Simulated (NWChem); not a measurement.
# C2H7BClGa (SMILES [CH3][Ga]([CH3])[BH]Cl) at 4 levels

Wanted: a comparison of 4 runs (HF/STO-3G, HF/3-21G, B3LYP/6-31G*) of C2H7BClGa. 

The calculation is run with NWChem 7.3.0.

### 1 Starting point

C2H7BClGa: 12 atoms, total charge 0, spin state singlet. As SMILES, `[CH3][Ga]([CH3])[BH]Cl`. The coordinates come from a PBE0-D4/def2-TZVP relaxation.

Bond lengths: C1–Ga2 1.979 Å, Ga2–C3 1.978 Å, Ga2–B4 2.094 Å, B4–Cl5 1.756 Å, C1–H6 1.095 Å, C1–H7 1.092 Å, C1–H8 1.091 Å, C3–H9 1.091 Å, C3–H10 1.092 Å, C3–H11 1.095 Å, B4–H12 1.197 Å. Some angles: C1–Ga2–C3 117.7°, C1–Ga2–B4 120.6°, C3–Ga2–B4 121.7°, Ga2–B4–Cl5 119.0°, Ga2–C1–H6 109.1°, Ga2–C1–H7 111.8°, Ga2–C1–H8 111.9°, Ga2–C3–H9 113.2°, Ga2–C3–H10 110.8°, Ga2–C3–H11 108.7°.

### 2 Energy and forces at HF/STO-3G (run 1)

The input, c2h7bclga.nw:

```
echo
start c2h7bclga
memory total 2200 mb
charge 0

geometry units angstroms noautosym nocenter noautoz
  C     -1.637400    -0.939100    -0.241800
  Ga     0.059900     0.068900    -0.107400
  C      1.419700    -0.586200     1.170600
  B      0.374300     1.787300    -1.261700
  Cl    -0.122800     3.344500    -0.621500
  H     -2.433000    -0.366000     0.245200
  H     -1.941600    -1.084400    -1.280800
  H     -1.573700    -1.911800     0.248700
  H      2.141300     0.178500     1.460500
  H      0.945400    -0.988900     2.068600
  H      1.973700    -1.407400     0.703000
  H      0.871000     1.849300    -2.349400
end

basis spherical bse
  * library STO-3G
end

scf
  nopen 0
  rhf
  thresh 1e-08
  maxiter 80
  print medium
end

task scf gradient
```

Command:

```bash
nwchem c2h7bclga.nw > c2h7bclga.out
```

The log of the run:

```text
[...]
  functions       =    49
[...]
  wavefunction    = RHF
[...]
         Total SCF energy =  -2458.758303105858
      One-electron energy =  -4192.890264912593
      Two-electron energy =   1355.710980553315
 Nuclear repulsion energy =    378.420981253420
        Time for solution =     19.5s
[...]
                         RHF ENERGY GRADIENTS
    atom               coordinates                        gradient
                 x          y          z           x          y          z
   1 C      -3.094237  -1.774642  -0.456936   -0.032949  -0.020266  -0.005091
   2 Ga      0.113195   0.130202  -0.202957   -0.001600  -0.000815   0.002588
   3 C       2.682844  -1.107757   2.212113    0.029383  -0.007628   0.026254
   4 B       0.707324   3.377507  -2.384267   -0.007478   0.051267   0.002393
   5 Cl     -0.232058   6.320189  -1.174465    0.006371  -0.022316  -0.007661
   6 H      -4.597703  -0.691640   0.463361   -0.005859   0.006444   0.003774
   7 H      -3.669092  -2.049219  -2.420361   -0.002091   0.000633  -0.008831
   8 H      -2.973862  -3.612778   0.469975    0.003238  -0.006805   0.005020
   9 H       4.046470   0.337316   2.759945    0.005387   0.006692   0.000712
  10 H       1.786547  -1.868750   3.909087   -0.006534  -0.003621   0.005709
  11 H       3.729752  -2.659600   1.328477    0.003594  -0.007157  -0.005486
[...]
```

Wall time 25 s (1 thread of Intel Xeon Platinum 8488C (Sapphire Rapids), shared host); peak memory 0.1 GiB.

### 3 Energy and forces at HF/3-21G (run 2)

The input, c2h7bclga.nw:

```
START c2h7bclga
memory 2200 mb
charge 0

GEOMETRY noautosym nocenter noautoz
 C     -1.637400    -0.939100    -0.241800
 Ga     0.059900     0.068900    -0.107400
 C      1.419700    -0.586200     1.170600
 B      0.374300     1.787300    -1.261700
 Cl    -0.122800     3.344500    -0.621500
 H     -2.433000    -0.366000     0.245200
 H     -1.941600    -1.084400    -1.280800
 H     -1.573700    -1.911800     0.248700
 H      2.141300     0.178500     1.460500
 H      0.945400    -0.988900     2.068600
 H      1.973700    -1.407400     0.703000
 H      0.871000     1.849300    -2.349400
END

BASIS spherical bse
 * library 3-21G
END

SCF
 thresh 1e-08
 maxiter 80
 print medium
END

TASK scf gradient
```

Command:

```bash
nwchem c2h7bclga.nw > c2h7bclga.out
```

The log of the run:

```text
[...]
  functions       =    76
[...]
  wavefunction    = RHF
[...]
         Total SCF energy =  -2475.088391902621
      One-electron energy =  -4200.757045253727
      Two-electron energy =   1347.247672097686
 Nuclear repulsion energy =    378.420981253420
        Time for solution =      7.4s
[...]
                         RHF ENERGY GRADIENTS
    atom               coordinates                        gradient
                 x          y          z           x          y          z
   1 C      -3.094237  -1.774642  -0.456936    0.003770  -0.001176   0.001725
   2 Ga      0.113195   0.130202  -0.202957    0.001134   0.009253  -0.005534
   3 C       2.682844  -1.107757   2.212113   -0.003395   0.000894  -0.000485
   4 B       0.707324   3.377507  -2.384267   -0.012312   0.018690   0.021703
   5 Cl     -0.232058   6.320189  -1.174465    0.009201  -0.029360  -0.011616
   6 H      -4.597703  -0.691640   0.463361   -0.001385   0.003694   0.001693
   7 H      -3.669092  -2.049219  -2.420361   -0.000090   0.000944  -0.004386
   8 H      -2.973862  -3.612778   0.469975    0.000789  -0.004019   0.002530
   9 H       4.046470   0.337316   2.759945    0.002426   0.004012  -0.000204
  10 H       1.786547  -1.868750   3.909087   -0.002986  -0.002050   0.003145
  11 H       3.729752  -2.659600   1.328477    0.000672  -0.002613  -0.003344
[...]
```

Run time: 11 s. Hardware: 1 thread of Intel Xeon Platinum 8488C (Sapphire Rapids), shared host; peak memory 0.1 GiB.

Run 3 isn't shown in full; the table further down has it.

### 4 Energy and forces at B3LYP/6-31G(d) (Cartesian functions) (run 4)

The input, run.py:

```python
from ase import Atoms
from ase.calculators.nwchem import NWChem

molecule = Atoms(['C', 'Ga', 'C', 'B', 'Cl', 'H', 'H', 'H', 'H', 'H', 'H', 'H'], positions=[
    [-1.637400, -0.939100, -0.241800],
    [0.059900, 0.068900, -0.107400],
    [1.419700, -0.586200, 1.170600],
    [0.374300, 1.787300, -1.261700],
    [-0.122800, 3.344500, -0.621500],
    [-2.433000, -0.366000, 0.245200],
    [-1.941600, -1.084400, -1.280800],
    [-1.573700, -1.911800, 0.248700],
    [2.141300, 0.178500, 1.460500],
    [0.945400, -0.988900, 2.068600],
    [1.973700, -1.407400, 0.703000],
    [0.871000, 1.849300, -2.349400],
])

calc = NWChem(
    label='job',
    theory='dft',
    memory='2200 mb',
    basis='6-31G*',
    dft={'xc': 'b3lyp', 'mult': '1', 'grid': 'fine', 'convergence': 'energy 1e-08', 'iterations': '100', 'mulliken': None},
)
molecule.calc = calc

forces = molecule.get_forces()
print(f"energy = {molecule.get_potential_energy():.6f} eV")
print("forces (eV/A):")
for s, f in zip(molecule.symbols, forces):
    print(f"{s:2s} {f[0]:10.5f} {f[1]:10.5f} {f[2]:10.5f}")
print("dipole (e A):", molecule.get_dipole_moment().round(4))
```

Command:

```bash
export ASE_NWCHEM_COMMAND="nwchem PREFIX.nwi > PREFIX.nwo"
python run.py
```

The log of the run:

```text
energy = -67759.767328 eV
forces (eV/A):
C    -0.09055   -0.03564   -0.01147
Ga    0.02607    0.08387   -0.08587
C     0.06937   -0.04340    0.06114
B     0.14496   -0.32077   -0.22137
Cl   -0.12958    0.44115    0.15560
H    -0.08737    0.04921    0.05764
H    -0.02695   -0.02720   -0.10799
H    -0.00396   -0.10614    0.04613
H     0.07621    0.07595    0.04181
H    -0.03692   -0.03219    0.09986
H     0.06237   -0.08130   -0.04628
H    -0.00365   -0.00355    0.01085
dipole (e A): [ 0.0293 -0.2464 -0.0017]
```

The calculator wrote job.nwi:

```
title "job"

permanent_dir job

scratch_dir job

start job

geometry units angstrom nocenter noautosym noautoz
  C  -1.6374000000000000e+00 -9.3910000000000005e-01 -2.4179999999999999e-01
  Ga 5.9900000000000002e-02 6.8900000000000003e-02 -1.0740000000000000e-01
  C  1.4197000000000000e+00 -5.8620000000000005e-01 1.1706000000000001e+00
  B  3.7430000000000002e-01 1.7873000000000001e+00 -1.2617000000000000e+00
  Cl -1.2280000000000001e-01 3.3445000000000000e+00 -6.2150000000000005e-01
  H  -2.4329999999999998e+00 -3.6599999999999999e-01 2.4520000000000000e-01
  H  -1.9416000000000000e+00 -1.0844000000000000e+00 -1.2807999999999999e+00
  H  -1.5737000000000001e+00 -1.9117999999999999e+00 2.4870000000000000e-01
  H  2.1413000000000002e+00 1.7849999999999999e-01 1.4604999999999999e+00
  H  9.4540000000000002e-01 -9.8890000000000000e-01 2.0686000000000000e+00
  H  1.9737000000000000e+00 -1.4074000000000000e+00 7.0299999999999996e-01
  H  8.7100000000000000e-01 1.8492999999999999e+00 -2.3494000000000002e+00
end

memory 2200 mb

basis noprint
   * library 6-31G*
end

dft
  xc b3lyp
  mult 1
  grid fine
  convergence energy 1e-08
  iterations 100
  mulliken
end

task dft gradient
```

job.nwo:

```text
Northwest Computational Chemistry Package (NWChem) 7.3.0
             --------------------------------------------------------

           Job information
           ---------------

    nwchem branch   = 7.3.0
    use scalapack   = T
    input           = job.nwi
    prefix          = job.
    data base       = job/job.db
    status          = startup
    nproc           =        1

           Memory information
           ------------------

[... 5 lines left out ...]
    hardfail = no
[... 114 lines left out ...]
  convergence criterion.
[... 44 lines left out ...]
          Spatial weights used:  Erf1
[... 32 lines left out ...]
 1-e energy   =   -4209.747883
[... 43 lines left out ...]
           Coulomb energy =     1465.754797925964
[... 861 lines left out ...]
          Convergence on density requested:  1.00D-05
[... 30 lines left out ...]
          total energy or number of iterations.
[... 36 lines left out ...]
                 ----------------------------------------
                 |  Time  |  1-e(secs)   |  2-e(secs)   |
                 ----------------------------------------
                 |  CPU   |       0.02   |      19.92   |
                 ----------------------------------------
                 |  WALL  |       0.02   |      19.92   |
                 ----------------------------------------

 Task  times  cpu:       76.2s     wall:       76.2s
 Total times  cpu:       76.2s     wall:       76.2s
```

It took 78 s on 1 thread of Intel Xeon Platinum 8488C (Sapphire Rapids), shared host; peak memory 0.13 GiB.

### 5 Overview of the runs

```csv
run,level,iteration cap,module,energy (Eh),dipole moment (D),HOMO energy (eV),LUMO energy (eV),wall time
1,HF/STO-3G,80,scf,-2458.758303,2.10,-7.10,4.71,25 s
2,HF/3-21G,80,scf,-2475.088392,2.05,-9.73,1.65,11 s
3,B3LYP/6-31G* (spherical functions),100,dft,-2490.115388,1.20,-6.54,-1.76,58 s
4,B3LYP/6-31G* (Cartesian functions),100,dft,-2490.125540,1.19,-6.54,-1.77,78 s
```

### 6 What came out

| quantity | value |
| --- | --- |
| run 4: total energy | -2490.12554 Eh |
| run 4: dipole moment | 1.19 D |
| run 4: HOMO energy | -6.54 eV |
| run 4: LUMO energy | -1.77 eV |
| run 4: HOMO–LUMO gap | 4.77 eV |
| run 4: largest force on an atom | 0.485 eV/Å |

What this shows: The dipole moment (its size) runs from 1.19 D (B3LYP/6-31G*) to 2.10 D (HF/STO-3G). The two ends differ in method and basis. The HOMO–LUMO gap runs from 4.77 eV (B3LYP/6-31G*) to 11.81 eV (HF/STO-3G). In run 1 the basis is minimal, so the values are rough. All runs together took 2.9 min, the longest 78 s.
